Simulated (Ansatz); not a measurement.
This script makes an equation of state with a fit of Ni, space group P6_3/mmc with Ansatz 0.2.0 through its Python package.

The script, `ni.py`:
```python
"""Bulk modulus of Ni from an E(V) curve."""

import ansatz
import numpy as np
from scipy.optimize import curve_fit

FUNCTIONAL = "pbesol"
MESH = (13, 13, 7)

vectors0 = np.array([
    [2.448023, 0.0, 0.0],
    [-1.224011, 2.12005, 0.0],
    [0.0, 0.0, 4.072808],
])
sites = [
    ("Ni", (1 / 3, 2 / 3, 0.25), 1.5),
    ("Ni", (2 / 3, 1 / 3, 0.75), -1.5),
]


def build(cell):
    crystal = ansatz.Crystal(lattice=ansatz.Lattice.of(cell))
    for symbol, position, moment in sites:
        crystal = crystal.atom(symbol, position, moment=moment or None)
    return crystal

def vinet(v, e0, v0, b0, b1):
    eta = (v / v0) ** (1 / 3)
    return e0 + 2 * b0 * v0 / (b1 - 1) ** 2 * (2 - (5 + 3 * b1 * (eta - 1) - 3 * eta) * np.exp(-1.5 * (b1 - 1) * (eta - 1)))

# uniform scaling of the cell
volumes, energies = [], []
for scale in np.linspace(0.88, 1.12, 7):
    cell = vectors0 * scale ** (1 / 3)
    calculation = (
        build(cell).calculation()
        .basis(34 * ansatz.Ry)
        .functional(FUNCTIONAL)
        .spin("collinear")
        .occupations(ansatz.OccupationsMethod.FERMI_DIRAC)
        .kpoints(*MESH)
    )
    data = calculation.run(threads=1).report
    volumes.append(abs(np.linalg.det(cell)) / len(sites))
    energies.append(data["free_energy_ev"] / len(sites))
    print(f"V = {volumes[-1]:8.4f} A^3/atom  F = {energies[-1]:.5f} eV/atom")

guess = (min(energies), volumes[int(np.argmin(energies))], 0.5, 4.5)
(e0, v0, b0, b1), _ = curve_fit(vinet, np.array(volumes), np.array(energies), p0=guess, maxfev=20000)
print(f"Vinet fit: V0 = {v0:.4f} A^3/atom, B0 = {160.21766 * b0:.1f} GPa, B1 = {b1:.2f}")
print("largest residual", round(1000 * float(np.abs(vinet(np.array(volumes), e0, v0, b0, b1) - energies).max()), 3), "meV/atom")
```

Its results, one of them left out:

| V (Å³/atom) | F less the lowest row shown (meV/atom) |
| --- | --- |
| 9.301 | 107.32 |
| 9.723 | 37.82 |
| 10.146 | 4.60 |
| 10.569 | 0.00 |
| 10.992 | 17.96 |
| 11.414 | 53.68 |
| 11.837 | ? |

What is the missing energy at 11.837 Å³ an atom?

A third-order Birch-Murnaghan fit, E = E0 + (9 V0 B0 / 16) [(t - 1)³ B' + (t - 1)² (6 - 4t)] with t = (V0/V)^(2/3), through the 6 rows shown gives V0 = 10.432 Å³, B0 = 226.7 GPa, B' = 4.85 and E0 = -1.24 meV. At V = 11.837 Å³, t = 0.91920, and the fit extrapolates to 103.43 meV. The run gave 103.33 meV, a miss of 0.10 meV.

Caveats:
- The SCF didn't keep the moments it started from (some shrank, vanished or turned); what is printed is the state reached.
- Shape and fractional positions are held along the curve, so the bulk modulus is an upper value where they are free to relax.
- For a metal this k-point mesh is coarse: on a finer one energies can move by several to tens of meV an atom and pressures by half a GPa or more, differences at one mesh by less.
- This isn't the structure that Ni takes at ambient conditions.
- Hardware and time: 2 min on 1 thread of Arm Neoverse V2, with other jobs on the host, peak memory 0.52 GiB.
